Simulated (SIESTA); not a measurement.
Crystal: MoN2.

```
CELL_PARAMETERS angstrom
4.34805 0.00000 0.00000
0.00000 4.34805 0.00000
0.00000 0.00000 2.76746
ATOMIC_POSITIONS crystal
Mo 0.00000 0.00000 0.00000
Mo 0.50000 0.50000 0.00000
N 0.61165 0.88835 0.50000
N 0.38835 0.11165 0.50000
N 0.11165 0.61165 0.50000
N 0.88835 0.38835 0.50000
```

Measurements of this composition are mostly on another form, of space group No. 160.

* Program: SIESTA 5.4.2
* Task: single point
* Functional: PBE
* Potentials or basis: PseudoDojo 0.4 standard (PBE files)
* Basis: DZP (energy shift 0.003 Ry; two zetas on semicore shells)
* Grid cutoff: 800 Ry
* Energy shift: 0.003 Ry
* k mesh: 6 × 6 × 10
* Occupations: fermi-dirac, width 0.05 eV
* Spin: no spin polarisation

On this cell: pressure 5.8 GPa; largest force 0.440 eV/Å; band gap on the k mesh none (metal or under the smearing width).

The same run follows on a disturbed copy (atoms moved at random, drawn with an rms of 0.05 Å):

```
CELL_PARAMETERS angstrom
4.34805 0.00000 0.00000
0.00000 4.34805 0.00000
0.00000 0.00000 2.76746
ATOMIC_POSITIONS crystal
Mo 0.00546 0.01441 0.98945
Mo 0.50382 0.50326 0.99801
N 0.61578 0.88571 0.49528
N 0.38349 0.11590 0.49763
N 0.10695 0.61302 0.50859
N 0.87787 0.38940 0.48793
```

Question: What does the disturbed cell give?

Answer: The energy (extrapolated to zero smearing) moves by +17.1 meV/atom; pressure 4.9 GPa; largest force 1.305 eV/Å; band gap on the k mesh none (metal or under the smearing width).

Forces on the atoms (eV/Å):
```
Mo  -0.460 -1.218  0.084
Mo  -1.061 -0.008 -0.043
N   -0.692  0.688  0.059
N    0.690 -0.516 -0.099
N    0.539  0.582 -0.499
N    0.984  0.472  0.499
```

Stress tensor (GPa, compression positive):
```
 4.36  0.47 -0.10
 0.47  4.70 -0.24
-0.10 -0.24  5.78
```

Caveats: the basis of atomic orbitals isn't converged, which shifts pressures, moduli and gaps.
